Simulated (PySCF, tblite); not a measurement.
**C₃H₉O₂Si₂ radical: geometry, infrared bands and EPR parameters**

What infrared bands and EPR parameters should C₃H₉O₂Si₂ radical (`[SiH3][CH][C@@H]1CO[SiH2]O1`) show?

Programs: tblite 0.8.0 and PySCF 2.14.0, with density-fitted response routines of our own. Each step states its level of theory. These are calculated values for one molecule in the gas phase, unless marked as measured. Atoms count from 0, in the outputs and in this text.

### Step 1. The starting structure

16 atoms, charge 0, multiplicity 2; geometry from: force field or distance geometry start.

Bonds of the start (Å): Si0–C1 1.80, C1–C2 1.47, C2–C3 1.53, C3–O4 1.41, O4–Si5 1.73, Si5–O6 1.71, O6–C2 1.39, Si0–H7 1.48, Si0–H8 1.49, Si0–H9 1.46, C1–H10 1.09, C2–H11 1.11, C3–H12 1.10, C3–H13 1.10, Si5–H14 1.47, Si5–H15 1.44.

### Step 2. Geometry optimisation with GFN2-xTB

The job: settings as JSON, then the geometry in Å.

```
{"job": {"kind": "relax", "xc": "GFN2-xTB", "basis": "xTB"}, "charge": 0, "multiplicity": 2}
Si    -2.358400    -0.646600    -0.319500
C     -1.067900    -0.594200     0.930900
C      0.292500    -0.157200     0.571300
C      0.401000     1.248200    -0.013200
O      1.788600     1.488700     0.124100
Si     2.381900    -0.011900    -0.499500
O      0.917800    -0.901600    -0.425100
H     -3.468800     0.232100     0.109400
H     -2.956300    -2.009600    -0.425100
H     -1.913700    -0.164100    -1.621400
H     -1.221400    -1.097400     1.882300
H      0.932600    -0.200500     1.473100
H     -0.196700     1.948500     0.580300
H      0.212700     1.229500    -1.092300
H      3.417200    -0.589800     0.363600
H      2.831400     0.234900    -1.847800
```

Started as:

```
OMP_NUM_THREADS=1 python probes_run.py task.json out
```

The driver reads the jobs from task.json and runs them one after another.

**Question.** This job is followed by: GFN2-xTB harmonic vibrations, gas phase; UKS B3LYP, pcH-1 on C H O Si, non-relativistic, mean-field spin-orbit, GIAO. Predict these results of the whole session: strongest single infrared mode (GFN2-xTB); zero-point energy (GFN2-xTB); g(iso) (B3LYP); ⟨S²⟩; largest a(iso) (averaged by class); surface potential, 1st and 99th percentile.

As calculated:

| quantity | value |
| --- | --- |
| strongest single infrared mode (GFN2-xTB) | 2230 cm⁻¹, 423 km/mol |
| zero-point energy (GFN2-xTB) | 67.5 kcal/mol |
| g(iso) (B3LYP) | 2.00255 |
| ⟨S²⟩ | 0.754 (exact 0.75) |
| largest a(iso) (averaged by class) | 1H on H11, 90.8 MHz |
| surface potential, 1st and 99th percentile | -1.20 V and 1.53 V |

What this shows: The optimisation took 176 steps and gained 1.151 eV; among the close pairs (by a distance rule), O4–Si5 changed most, from 1.730 to 1.640 Å. The lowest mode is imaginary (38i cm⁻¹), so the xTB geometry is not a minimum. The strongest single mode, at 2230 cm⁻¹, moves mainly H7 and H8. GFN2-xTB is a fitted tight-binding method: band positions and strengths are rough. Its intensities can rank the bands wrongly. C1 carries the largest spin population, 1.00 e. The isotropic g lies 0.2 ppt above the free-electron value.
